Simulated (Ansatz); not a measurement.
**CH5AlBFOS: up Jacob's ladder to CCSD(T)**

One table from this session's results is given with a row withheld; the runs are named, their logs left out.

Method: functionals in def2-TZVPP, the program's frozen cores in correlated methods; program: Ansatz 0.2.0, Gaussian basis.

Plan: PBE-D4, r2SCAN-D4, PBE0-D4, B3LYP-D4, ωB97X-V, ωB97M-V, B2PLYP; CCSD(T)/def2-TZVPP; MP2/def2-QZVPP; extrapolation to the limit.

## The relaxed structure

The geometry comes from an earlier relaxation with PBE0-D4 in a triple-zeta def2 set; it is a stationary point, not always the lowest conformer.

SMILES `BC[O][Al]([F])[SH]`, 11 atoms, charge 0, spin multiplicity 1.

Atoms are counted from 1 here; the program's logs count them from 0.

Bond lengths: B1–C2 1.547 Å, B1–H7 1.198 Å, B1–H8 1.196 Å, C2–O3 1.407 Å, C2–H9 1.105 Å, C2–H10 1.104 Å, O3–Al4 1.674 Å, Al4–F5 1.645 Å, Al4–S6 2.160 Å, S6–H11 1.345 Å. Angles: C2–B1–H7 121.7°, C2–B1–H8 118.5°, H7–B1–H8 119.8°, B1–C2–O3 118.5°, B1–C2–H9 106.6°, B1–C2–H10 108.3°, O3–C2–H9 108.6°, O3–C2–H10 110.7°, H9–C2–H10 102.9°, C2–O3–Al4 134.6°, O3–Al4–F5 121.4°, O3–Al4–S6 120.2°, F5–Al4–S6 118.3°, Al4–S6–H11 91.3°.

Set-up of the first run:

File in.yaml:

```yaml
crystal:
  periodic: [false, false, false]
  atoms:
    - {symbol: B, position_ang: [0.640498, -1.535153, -1.003278]}
    - {symbol: C, position_ang: [1.101433, -0.109080, -0.618780]}
    - {symbol: O, position_ang: [0.351897, 0.603604, 0.334933]}
    - {symbol: Al, position_ang: [-1.282225, 0.844837, 0.604616]}
    - {symbol: F, position_ang: [-2.406535, 0.445847, -0.528025]}
    - {symbol: S, position_ang: [-1.957431, 1.758424, 2.442067]}
    - {symbol: H, position_ang: [-0.326705, -2.039064, -0.506357]}
    - {symbol: H, position_ang: [1.283260, -2.145332, -1.806817]}
    - {symbol: H, position_ang: [2.140157, -0.200990, -0.254228]}
    - {symbol: H, position_ang: [1.216750, 0.480429, -1.545134]}
    - {symbol: H, position_ang: [-0.695600, 1.839478, 2.901504]}
basis:
  gaussian: {orbitals: def2-TZVPP}
hamiltonian: {xc: pbe, dispersion: d4}
output: {forces: true, orbitals: {seedname: orbitals}}
```

Launch:

```console
> ansatz run in.yaml --threads 4 --pin off --events-out ev --progress --plain --max-ram 10444MiB
```

Among the steps run: PBE-D4 (GGA); r2SCAN-D4 (meta-GGA); PBE0-D4 (hybrid); B3LYP-D4 (hybrid); ωB97X-V (range-separated); ωB97M-V (range-separated); B2PLYP (double hybrid); CCSD(T) in def2-TZVPP; MP2 in def2-QZVPP.

One table of the session follows, with a row left open; its other results are not shown here.

| method | atomisation energy (kcal/mol) |
| --- | --- |
| PBE-D4 | 997.7 |
| r2SCAN-D4 | ? |
| PBE0-D4 | 980.0 |
| B3LYP-D4 | 981.0 |
| ωB97X-V | 987.0 |
| ωB97M-V | 988.3 |
| B2PLYP | 973.5 |
| HF/def2-TZVPP | 732.1 |
| MP2/def2-TZVPP | 982.8 |
| CCSD/def2-TZVPP | 943.2 |
| CCSD(T)/def2-TZVPP | 957.4 |
| MP2/CBS | 1009.7 |
| CCSD(T)/CBS | 984.3 |

Q: Estimate the row for r2SCAN-D4 from the others.

As computed: atomisation energy (kcal/mol): 990.6. In the column «atomisation energy (kcal/mol)» it lies between ωB97M-V (988.3) and PBE-D4 (997.7).
